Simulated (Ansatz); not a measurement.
**AlSi2BH6: how energies converge with the basis set**

How large a basis does AlSi2BH6 need? Two functionals are run in growing sets.

Computed with Ansatz 0.2.0, Gaussian basis. Level: one geometry, several basis sets.

The runs, in order: PBE0-D4/def2-SVP; ωB97M-V/def2-SVP; PBE0-D4/def2-QZVPP; ωB97M-V/def2-QZVPP; the functionals' def2-TZVPP values are taken from earlier runs.

**1. Structure used throughout**

The geometry comes from an earlier relaxation with PBE0-D4 in a triple-zeta def2 set; it is a stationary point, not always the lowest conformer.

SMILES `[SiH3][Al]1[BH][SiH2]1`, 10 atoms, charge 0, spin multiplicity 1.

Atoms are counted from 1 here; the program's logs count them from 0.

Bond lengths: Si1–Al2 2.451 Å, Si1–H5 1.489 Å, Si1–H6 1.489 Å, Si1–H7 1.489 Å, Al2–B3 2.009 Å, Al2–Si4 2.440 Å, B3–Si4 1.851 Å, B3–H8 1.185 Å, Si4–H9 1.564 Å, Si4–H10 1.489 Å. Angles: Al2–Si1–H5 110.4°, Al2–Si1–H6 110.5°, Al2–Si1–H7 110.5°, H5–Si1–H6 108.4°, H5–Si1–H7 108.4°, H6–Si1–H7 108.5°, Si1–Al2–B3 174.7°, Si1–Al2–Si4 137.3°, B3–Al2–Si4 48.0°, Al2–B3–Si4 78.3°, Al2–B3–H8 143.3°, Si4–B3–H8 138.4°, Al2–Si4–B3 53.7°, Al2–Si4–H9 51.0°, Al2–Si4–H10 153.5°, B3–Si4–H9 104.7°, B3–Si4–H10 152.8°, H9–Si4–H10 102.5°.

**2. PBE0-D4 in def2-SVP**

in.yaml reads:

```yaml
crystal:
  periodic: [false, false, false]
  atoms:
    - {symbol: Si, position_ang: [-1.545441, 1.289548, -1.101271]}
    - {symbol: Al, position_ang: [-0.171365, -0.524462, -0.191143]}
    - {symbol: B, position_ang: [0.846815, -2.129050, 0.461618]}
    - {symbol: Si, position_ang: [1.747771, -0.745671, 1.299406]}
    - {symbol: H, position_ang: [-2.598813, 0.742782, -1.999992]}
    - {symbol: H, position_ang: [-2.209849, 2.043081, -0.002540]}
    - {symbol: H, position_ang: [-0.706098, 2.238531, -1.883287]}
    - {symbol: H, position_ang: [0.901541, -3.310510, 0.395526]}
    - {symbol: H, position_ang: [1.005216, 0.550451, 0.836012]}
    - {symbol: H, position_ang: [2.813321, -0.205900, 2.188672]}
basis:
  gaussian: {orbitals: def2-SVP}
hamiltonian: {xc: pbe0, dispersion: d4}
output: {orbitals: {seedname: orbitals}}
```

Launch:

```
$ ansatz run in.yaml --threads 2 --pin off --events-out ev --progress --plain --max-ram 4352MiB
```

The runs that follow: ωB97M-V in def2-SVP; PBE0-D4 in def2-QZVPP; ωB97M-V in def2-QZVPP.

Q: Predict the results of all the runs planned. Wanted: PBE0-D4: double and triple zeta above quadruple; ωB97M-V: double and triple zeta above quadruple.

The runs gave:

```
                                       quantity          value
PBE0-D4: double and triple zeta above quadruple  9.32, 0.76 eV
ωB97M-V: double and triple zeta above quadruple  9.37, 0.72 eV
```

In words: PBE0-D4 gains 8.56 eV from double to triple zeta, then 0.76 eV more. Total energies overstate the basis error of differences, where much of it tends to cancel.
